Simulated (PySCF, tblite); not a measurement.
# C₆H₅N₃: geometry, infrared bands and NMR shifts

Wanted: the infrared bands and NMR shifts of C₆H₅N₃ (`c1ccc2[nH]nnc2c1`), by calculation.

Programs: tblite 0.8.0 and PySCF 2.14.0, with density-fitted response routines of our own. Each step states its level of theory. These are calculated values for one molecule in the gas phase, unless marked as measured. Atoms are numbered from 0 throughout.

### 1 Starting geometry

14 atoms, charge 0, multiplicity 1; geometry from: force field or distance geometry start.

Bonds of the start (Å): C0–C1 1.38, C1–C2 1.39, C2–C3 1.38, C3–N4 1.35, N4–N5 1.31, N5–N6 1.34, N6–C7 1.34, C7–C8 1.39, C8–C0 1.38, C7–C3 1.39, C0–H9 1.09, C1–H10 1.07, C2–H11 1.08, N4–H12 1.04, C8–H13 1.10.

### 2 Relaxing the molecule with GFN2-xTB

Job settings and geometry (Å):

```
{"job": {"kind": "relax", "xc": "GFN2-xTB", "basis": "xTB"}, "charge": 0, "multiplicity": 1}
C     -1.779100    -0.582300    -0.248400
C     -1.513700     0.751800    -0.488000
C     -0.245700     1.300600    -0.335300
C      0.767700     0.449700     0.053400
N      2.087700     0.621300     0.304700
N      2.616500    -0.526500     0.655600
N      1.686400    -1.485200     0.669300
C      0.543000    -0.894800     0.310100
C     -0.737800    -1.397200     0.148400
H     -2.770600    -1.017800    -0.351500
H     -2.319500     1.384900    -0.787200
H     -0.056200     2.348500    -0.522900
H      2.610900     1.513500     0.223400
H     -0.890400    -2.467000     0.346400
```

Command:

```
$ OMP_NUM_THREADS=1 python probes_run.py task.json out
```

One launch serves the whole session: the jobs run in the order shown.

**Question.** This job is followed by: GFN2-xTB harmonic vibrations, gas phase; GIAO PBE0/pcSseg-1 NMR shielding, non-relativistic, gas phase. What will the session give for the following? strongest single infrared mode (GFN2-xTB); zero-point energy (GFN2-xTB); 13C shifts against TMS (PBE0/pcSseg-1); 1H shifts against TMS (PBE0/pcSseg-1); 15N shifts against NH3 (PBE0/pcSseg-1); surface potential, 1st and 99th percentile.

The runs gave:

```
                                 quantity                                         value
strongest single infrared mode (GFN2-xTB)                          1350 cm⁻¹, 74 km/mol
             zero-point energy (GFN2-xTB)                                 64.5 kcal/mol
   13C shifts against TMS (PBE0/pcSseg-1)  149.2, 139.8, 131.9, 128.1, 126.8, 112.8 ppm
    1H shifts against TMS (PBE0/pcSseg-1)             11.22, 8.57, 7.87, 7.83, 7.74 ppm
   15N shifts against NH3 (PBE0/pcSseg-1)                       413.7, 378.0, 233.3 ppm
    surface potential, 1st and 99th percentile                            -1.84 V and 2.57 V
```

In words: The optimisation took 19 steps and gained 0.267 eV; among the close pairs (by a distance rule), N5–N6 changed most, from 1.336 to 1.263 Å. No mode is imaginary among the 36: a minimum at this level. The strongest single mode, at 1350 cm⁻¹, is spread over several atoms, N6, C8, N5, C1 among them. GFN2-xTB is a fitted tight-binding method: band positions and strengths are rough. Its intensities can rank the bands wrongly. NICS(1)zz of -31 ppm above the planar ring from C0 marks a diatropic (aromatic) ring current. NICS(1)zz of -35 ppm above the planar ring from C3 marks a diatropic (aromatic) ring current. At PBE0/pcSseg-1, counted by nearest atom on the grid, the HOMO lies on C2, C8 about 21 % each; C0 15 %, the LUMO on N5 21 %; C2, C8 about 16 % each.
